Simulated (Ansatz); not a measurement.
# BH7OSSi: the cost of one run

The runs use Ansatz 0.2.0, Gaussian basis; Hartree-Fock/cc-pVDZ.

## Step 1: The starting structure

The start, a first-order saddle point found at PBE0-D4 in triple zeta: 11 atoms, charge 0, spin multiplicity 1.

Atoms are counted from 1 here; the program's logs count them from 0.

Bond lengths: B1–S2 2.018 Å, B1–H3 1.197 Å, B1–H4 1.204 Å, B1–O6 1.538 Å, S2–H5 1.562 Å, S2–H8 1.344 Å, O6–Si7 1.664 Å, Si7–H9 1.485 Å, Si7–H10 1.483 Å, Si7–H11 1.482 Å. Angles: S2–B1–H3 110.7°, S2–B1–H4 106.3°, S2–B1–O6 92.6°, H3–B1–H4 118.2°, H3–B1–O6 113.2°, H4–B1–O6 112.6°, B1–S2–H5 59.3°, B1–S2–H8 97.5°, H5–S2–H8 92.9°, B1–O6–Si7 123.6°, O6–Si7–H9 110.3°, O6–Si7–H10 109.0°, O6–Si7–H11 106.9°, H9–Si7–H10 109.8°, H9–Si7–H11 110.1°, H10–Si7–H11 110.7°.

Coordinates:

```xyz
11
BH7OSSi
B    -1.05843    0.25848    0.45603
S    -1.25660   -1.60213    1.21295
H    -1.33586    1.08163    1.27976
H    -1.66577    0.26789   -0.58328
H     0.12800   -1.09380    0.69969
O     0.45722    0.09022    0.25419
Si    1.24788    0.49015   -1.15419
H    -0.96877   -1.30379    2.49119
H     0.70680   -0.29807   -2.29093
H     1.06438    1.93826   -1.41490
H     2.68106    0.17116   -0.95051
```

## Step 2: The relaxation

File run/in.yaml:

```yaml
crystal:
  periodic: [false, false, false]
  atoms:
    - {symbol: B, position_ang: [-1.058429, 0.258484, 0.456034]}
    - {symbol: S, position_ang: [-1.256603, -1.602125, 1.212953]}
    - {symbol: H, position_ang: [-1.335856, 1.081630, 1.279761]}
    - {symbol: H, position_ang: [-1.665770, 0.267887, -0.583281]}
    - {symbol: H, position_ang: [0.127998, -1.093798, 0.699685]}
    - {symbol: O, position_ang: [0.457219, 0.090215, 0.254187]}
    - {symbol: Si, position_ang: [1.247877, 0.490153, -1.154189]}
    - {symbol: H, position_ang: [-0.968774, -1.303794, 2.491187]}
    - {symbol: H, position_ang: [0.706800, -0.298070, -2.290925]}
    - {symbol: H, position_ang: [1.064384, 1.938255, -1.414903]}
    - {symbol: H, position_ang: [2.681056, 0.171164, -0.950509]}
basis:
  gaussian: {orbitals: cc-pVDZ}
hamiltonian: {xc: hf}
relax: {f_tol: 0.01, max_steps: 60, escape_saddle: false}
```

The run is started by

```sh
> ansatz run in.yaml --threads 3 --pin off --events-out ev --progress --plain --max-ram 6092MiB
```

**Question.** How long does this run take on 3 threads of Intel Xeon at 2.30GHz, shared host?

About 72 s.
